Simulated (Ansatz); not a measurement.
# AlGe+ (singlet): wave-function methods side by side at distance Ge1–Al2 = 3.814 Å, cc-pVDZ

The task here is to estimate one member of a computed series from the others.

The runs use Ansatz 0.2.0, Gaussian basis; cc-pVDZ, core rule «outside noble gas», up to 19 orbitals frozen.

The runs, in order: UHF; CCSD(T) on RHF; CCSD(T) on UHF; BCCD(T) on RHF; CISD; CCSDT(Q) on RHF; CCSDT(Q) on UHF; CCSDTQ on RHF; CASSCF and MRCISD+Q, 2 electrons in 2 orbitals; CASSCF and NEVPT2, 2 electrons in 2 orbitals; CASSCF and MRCISD+Q, 6 electrons in 8 orbitals; CASSCF and NEVPT2, 6 electrons in 8 orbitals; Full CI.

17 further runs of the same task are left out: 15 that didn't finish, 2 set aside as unsound or not needed.

## The system

The geometry derives from a PBE0/def2-TZVP stationary point (not a proven minimum). One bond is set to the value named and the two fragments are kept rigid. No spin-orbit coupling is included. The filled d shell of Ge may be among the frozen orbitals whatever the setting's name suggests; the logs give the count.

2 atoms, charge 1, spin multiplicity 1.

Atoms are counted from 1 here; the program's logs count them from 0.

No contacts short enough for the rule that draws bonds.

The first run:

in.yaml

```yaml
crystal:
  periodic: [false, false, false]
  atoms:
    - {symbol: Ge, position_ang: [0.000000, 0.000000, 0.000000]}
    - {symbol: Al, position_ang: [0.000000, 0.000000, 3.814000]}
basis:
  gaussian: {orbitals: cc-pVDZ}
total_charge: 1
magnetization: {spin_polarized: true, initial_magnetization: 0}
hamiltonian: {xc: hf}
output: {orbitals: {seedname: orbitals}}
```

The run is started by

```bash
$ ansatz run in.yaml --threads 1 --pin off --events-out ev --progress --plain --max-ram 2393MiB
```

Among the steps run: UHF; CCSD(T) on RHF; CCSD(T) on UHF; BCCD(T) on RHF; CISD; CCSDT(Q) on RHF; CCSDT(Q) on UHF; CCSDTQ on RHF; CASSCF and MRCISD+Q, 2 electrons in 2 orbitals; CASSCF and NEVPT2, 2 electrons in 2 orbitals; CASSCF and MRCISD+Q, 6 electrons in 8 orbitals; CASSCF and NEVPT2, 6 electrons in 8 orbitals; Full CI.

One table of the session follows, with a row left open; its other results are not shown here.

| method | from FCI (meV) |
| --- | --- |
| RHF | +3264.3 |
| RMP2 | ? |
| CISD | +360.8 |
| RCCSD | +116.9 |
| RCCSD(T) | +40.5 |
| BCCD(T) | +40.4 |
| RCCSDT | +16.1 |
| RCCSDT(Q) | +5.2 |
| RCCSDTQ | +0.6 |
| CASSCF valence | +1431.4 |
| NEVPT2 valence | +515.0 |
| MRCISD valence | +130.3 |
| MRCISD+Q valence | +66.8 |
| FCI | 0 |

Estimate the missing values for RMP2.

The run gave: from FCI (meV): +1084.0. In the column «from FCI (meV)» it lies between NEVPT2 valence (+515.0) and CASSCF valence (+1431.4).

Among the levels timed on like hardware and quicker than the yardstick, those that no quicker one beats, quickest first: CISD (1.8 s, +360.8 meV); BCCD(T) (2 s, +40.4 meV); RCCSDT(Q) (3 s, +5.2 meV).

Left out of the table: CASSCF pair, NEVPT2 pair, MRCISD pair, MRCISD+Q pair (the active space lost an orbital or holds another state than full CI finds).

To keep in mind: The yardstick is full CI for this spin, exact in this basis with these frozen cores. Left out of the table: UHF, UMP2, UCCSD, UCCSD(T), UCCSDT, UCCSDT(Q) (another determinant or state than the rows shown). Of the multireference levels listed MRCISD+Q valence comes nearest in total energy (+66.8 meV), which doesn't show that its space is the better one. Warnings in the runs' records: large difference, lower state, passed over end.
